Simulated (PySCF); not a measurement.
# C3H8N2Sn: the cost of one run

Programs: PySCF 2.14.0, with routines of our own; each step states its level. All values are computed. Atoms count from 0.

### Step 1. The system as given

14 atoms, charge 0, multiplicity 1; geometry from: GFN2-xTB.

### Step 2. Optimising the geometry at PBE0-D3(BJ)/def2-SVP

What the job is given:

```
{"job": {"xc": "PBE0", "basis": "def2-SVP", "d3": "d3bj", "grid": 1, "maxiter": 30, "shake": 0.01, "kind": "geom"}, "charge": 0, "multiplicity": 1}
Sn     2.448200     0.075110    -0.298010
N      0.423400    -0.035330    -0.295220
C     -0.470740    -0.715090     0.650430
C     -1.805920    -0.136880     0.347780
C     -1.488170     0.873080    -0.711520
N     -0.255910     0.899720    -1.000640
H      3.003620    -1.459140    -0.396780
H      3.005440     0.782450     1.114420
H      2.723640     1.023500    -1.609960
H     -0.136420    -0.502110     1.694630
H     -0.396960    -1.794480     0.508380
H     -2.516060    -0.891720    -0.040160
H     -2.338560     0.334080     1.210440
H     -2.202730     1.531730    -1.181560
```

The run is started by

```console
> OMP_NUM_THREADS=1 python heavy_run.py task.json out
```

This one command runs all jobs of the session in turn.

**Question.** How long does this first job take on 1 thread of Arm Neoverse V2, shared host, and how much memory does it need?

About 88 s, with a peak of 0.54 GiB.
